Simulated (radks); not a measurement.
**Zn⁴⁺ in [Ar] 3d7 4s1: an all-electron calculation**

An exercise on one series of results from a longer session: the logs are not shown, and one member is left open.

Program: radks (a radial shooting solver on a logarithmic mesh, Libxc functionals) version 1. Level of theory: scalar-relativistic Kohn-Sham, r2SCAN, spin-polarised, spherical densities, finite nucleus; open shells are filled with parallel spins first. These are calculated values, not measurements, unless marked.

## What is computed

| Item | Value |
| --- | --- |
| element | zinc (Z = 30) |
| charge | +4 |
| electrons | 26 |
| configuration | [Ar] 3d7 4s1 |
| nuclear rms radius | 3.9283 fm |

The outer shells:

Zn⁴⁺
```
[Ar] core
3d [↑↓][↑↓][↑ ][↑ ][↑ ]
4s [↑ ]
```

The first run:

Input:

```text
Z 30
configuration [Ar] 3d7 4s1 4p0 5s0 4d0 4f0
relativity scalar-relativistic
functional r2scan,r2scan
spin polarised
nucleus finite rms 3.9283 fm
c 137.035999084
```

Steps of the session up to this table: Self-consistent calculation.

One table of the session follows, with a row left open; its other results are not shown here.

It belongs to the step «Radial structure». Radial moments (bohr):

| level | <r> | outermost maximum (interpolated) | 90 % within | nodes |
| --- | --- | --- | --- | --- |
| 1s up | 0.05032 | 0.0329 | 0.0899 | 0 |
| 1s down | 0.05032 | 0.0329 | 0.0899 | 0 |
| 2s up | 0.2260 | 0.189 | 0.350 | 1 |
| 2s down | 0.2256 | 0.189 | 0.349 | 1 |
| 2p up | 0.1984 | 0.152 | 0.324 | 0 |
| 2p down | 0.1980 | 0.152 | 0.323 | 0 |
| 3s up | 0.6641 | 0.582 | 0.989 | 2 |
| 3s down | 0.6672 | 0.583 | 0.994 | 2 |
| 3p up | 0.6860 | 0.584 | 1.05 | 1 |
| 3p down | 0.6898 | 0.586 | 1.05 | 1 |
| 3d up | 0.7380 | 0.541 | 1.22 | 0 |
| 3d down | 0.7472 | 0.546 | 1.23 | 0 |
| 4s up | 1.793 | 1.63 | 2.59 | 3 |
| 4s down | 1.839 | 1.65 | 2.67 | 3 |
| 4p up | 1.980 | 1.79 | 2.87 | 2 |
| 4p down | ? | ? | ? | ? |
| 4d up | 2.433 | 2.19 | 3.58 | 1 |

Estimate the missing values for 4p down.

The run gave: <r>: 2.131; outermost maximum (interpolated): 1.86; 90 % within: 3.14; nodes: 2. In the column «<r>» it lies between 4p up (1.980) and 4d up (2.433).
